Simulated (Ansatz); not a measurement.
Crystal: Zr2H3Pd.

```xyz
6
Lattice="-1.6034 1.6034 6.7000 1.6034 -1.6034 6.7000 1.6034 1.6034 -6.7000" Properties=species:S:1:pos:R:3 pbc="T T T"
Pd    0.0000    0.0000    0.0000
Zr    0.0000    0.0000    4.7294
Zr    0.0000    0.0000    8.6706
H     1.6034    0.0000    3.3500
H     0.0000    1.6034    3.3500
H     0.0000    0.0000    6.7000
```

The cell comes from a database or a generator and needn't be the stable form of this composition.

| Item | Value |
| --- | --- |
| Program | Ansatz 0.2.0 |
| Task | single point |
| Functional | PBE |
| Potentials or basis | Ansatz PAW |
| Cutoff | 420 eV (not typed: the program's choice for these potentials) |
| k mesh | 12 × 12 × 12 |
| Occupations | fermi-dirac, width 0.05 eV |
| Spin | no spin polarisation |

On this cell: pressure -1.0 GPa; largest force 0.031 eV/Å; band gap on the k mesh none (metal or under the smearing width).

The same run follows on a disturbed copy (atoms moved at random, drawn with an rms of 0.05 Å):

```xyz
6
Lattice="-1.6034 1.6034 6.7000 1.6034 -1.6034 6.7000 1.6034 1.6034 -6.7000" Properties=species:S:1:pos:R:3 pbc="T T T"
Pd    0.0186   -0.0184   -0.0407
Zr    0.0319   -0.0010    4.7340
Zr   -0.0547    0.0524    8.6446
H     1.5648   -0.0250    3.3358
H    -0.0385    1.5413    3.3672
H     0.0647   -0.0136    6.7117
```

Q: What changes?

A: The energy (extrapolated to zero smearing) moves by +6.7 meV/atom; pressure -0.7 GPa; largest force 0.549 eV/Å; band gap on the k mesh none (metal or under the smearing width).

Forces on the atoms (eV/Å):
```
Pd  -0.168  0.126 -0.007
Zr  -0.293 -0.230  0.021
Zr   0.148 -0.428  0.310
H    0.158  0.213  0.013
H    0.039  0.323 -0.138
H    0.116 -0.004 -0.199
```

Stress tensor (GPa, compression positive):
```
-0.71 -0.07  0.05
-0.07 -0.29 -0.20
 0.05 -0.20 -1.02
```
